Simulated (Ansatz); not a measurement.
# Pt: the cost of one run

Computed with Ansatz 0.2.0 (DFT PBEsol, scalar-relativistic, plane waves, PAW, unless a step's input says otherwise).

**1. The structure to begin with**

The structure is cubic, space group Im-3m (No. 229). Conventional cell: a = 3.168 Å, b = 3.168 Å, c = 3.168 Å, α = 90.00°, β = 90.00°, γ = 90.00°. Pt (site symmetry m-3m) is surrounded by 8 Pt at 2.74 Å.

As a file:

```
CELL_PARAMETERS angstrom
-1.58422 1.58422 1.58422
1.58422 -1.58422 1.58422
1.58422 1.58422 -1.58422
ATOMIC_POSITIONS crystal
Pt 0.00000 0.00000 0.00000
```

It goes back to an entry of the Materials Project, which need not be the stable form.

No relaxation comes first: the listed cell is the starting point.

**2. Zero of energy**

Reference values: F = -12383.6869 eV; pressure -10.93 GPa; largest force 0.000 eV/Å; gap on the mesh none (metal). It was computed beforehand with the settings of the runs below.

**3. Next: a two-dimensional strain map**

The cell is strained by p along both x and y and by q along z, with fractional coordinates fixed.

**4. At p = -0.030, q = -0.030**

File input.yaml:

```yaml
crystal:
  lattice:
    - [-1.5366934, 1.5366934, 1.5366934]
    - [1.5366934, -1.5366934, 1.5366934]
    - [1.5366934, 1.5366934, -1.5366934]
  atoms:
    - { symbol: Pt, position: [0.0, 0.0, 0.0] }
basis:
  ecutwfc: 420
kpoints:
  mp_grid: { grid: [22, 22, 22] }
hamiltonian:
  xc: pbesol
scf:
  occupations: { method: gaussian, width: 0.15 }
output:
  forces: true
  stress: true
  eigenvalues: true
```

The run is started by

```sh
$ ansatz run input.yaml --threads 1 --pin off --max-ram 2560MiB --backend cpu --events-out ev --progress --plain --runs-dir out
```

**Question.** How long does this run take on 1 thread of Intel Xeon Platinum 8259CL at 2.50GHz (Skylake/Cascade Lake), shared host, and how much memory does it need?

About 3.2 s, with a peak of 0.37 GiB.
